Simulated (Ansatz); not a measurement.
# CH₆ClInSi: basis-set convergence

How large a basis does CH₆ClInSi need? Two functionals are run in growing sets.

Computed with Ansatz 0.2.0, Gaussian basis. Level: one geometry, several basis sets.

Levels to be run: PBE0-D4/def2-SVP; ωB97M-V/def2-SVP; PBE0-D4/def2-QZVPP; ωB97M-V/def2-QZVPP; the functionals' def2-TZVPP values are taken from earlier runs.

**1. The relaxed structure**

An earlier PBE0-D4 in a triple-zeta def2 set relaxation fixed the geometry. In takes the def2 core potential; no spin-orbit term is included.

10 atoms, charge 0, spin multiplicity 1.

Atoms are counted from 1 here; the program's logs count them from 0.

Bond lengths: C1–In2 2.141 Å, C1–H5 1.091 Å, C1–H6 1.091 Å, C1–H7 1.089 Å, In2–Si3 2.565 Å, In2–Cl4 2.365 Å, Si3–H8 1.484 Å, Si3–H9 1.489 Å, Si3–H10 1.489 Å. Angles: In2–C1–H5 110.2°, In2–C1–H6 110.0°, In2–C1–H7 109.0°, H5–C1–H6 108.4°, H5–C1–H7 109.7°, H6–C1–H7 109.6°, C1–In2–Si3 137.7°, C1–In2–Cl4 110.5°, Si3–In2–Cl4 111.8°, In2–Si3–H8 111.0°, In2–Si3–H9 109.7°, In2–Si3–H10 109.9°, H8–Si3–H9 109.1°, H8–Si3–H10 109.2°, H9–Si3–H10 107.9°.

**2. PBE0-D4 in def2-SVP**

in.yaml reads:

```yaml
crystal:
  periodic: [false, false, false]
  atoms:
    - {symbol: C, position_ang: [-0.949743, 1.813722, -0.793487]}
    - {symbol: In, position_ang: [-0.434667, -0.206898, -0.307821]}
    - {symbol: Si, position_ang: [1.361287, -1.433315, 1.052043]}
    - {symbol: Cl, position_ang: [-1.957197, -1.714209, -1.309841]}
    - {symbol: H, position_ang: [-0.111410, 2.307668, -1.287264]}
    - {symbol: H, position_ang: [-1.187720, 2.367488, 0.116280]}
    - {symbol: H, position_ang: [-1.814901, 1.809341, -1.455291]}
    - {symbol: H, position_ang: [1.201137, -2.904806, 0.939361]}
    - {symbol: H, position_ang: [1.261668, -1.039600, 2.484352]}
    - {symbol: H, position_ang: [2.714846, -1.050493, 0.564568]}
basis:
  gaussian: {orbitals: def2-SVP}
hamiltonian: {xc: pbe0, dispersion: d4}
output: {orbitals: {seedname: orbitals}}
```

After this run come: ωB97M-V in def2-SVP; PBE0-D4 in def2-QZVPP; ωB97M-V in def2-QZVPP.

**Question.** What will the summary of the whole plan be? Wanted: PBE0-D4: double and triple zeta above quadruple; ωB97M-V: double and triple zeta above quadruple.

As calculated:

| quantity | value |
| --- | --- |
| PBE0-D4: double and triple zeta above quadruple | 9.28, 0.74 eV |
| ωB97M-V: double and triple zeta above quadruple | 9.34, 0.71 eV |

In words: For PBE0-D4 the step from double to triple zeta gains 8.54 eV and the next only 0.74 eV. Total energies overstate the basis error of differences, where much of it tends to cancel.
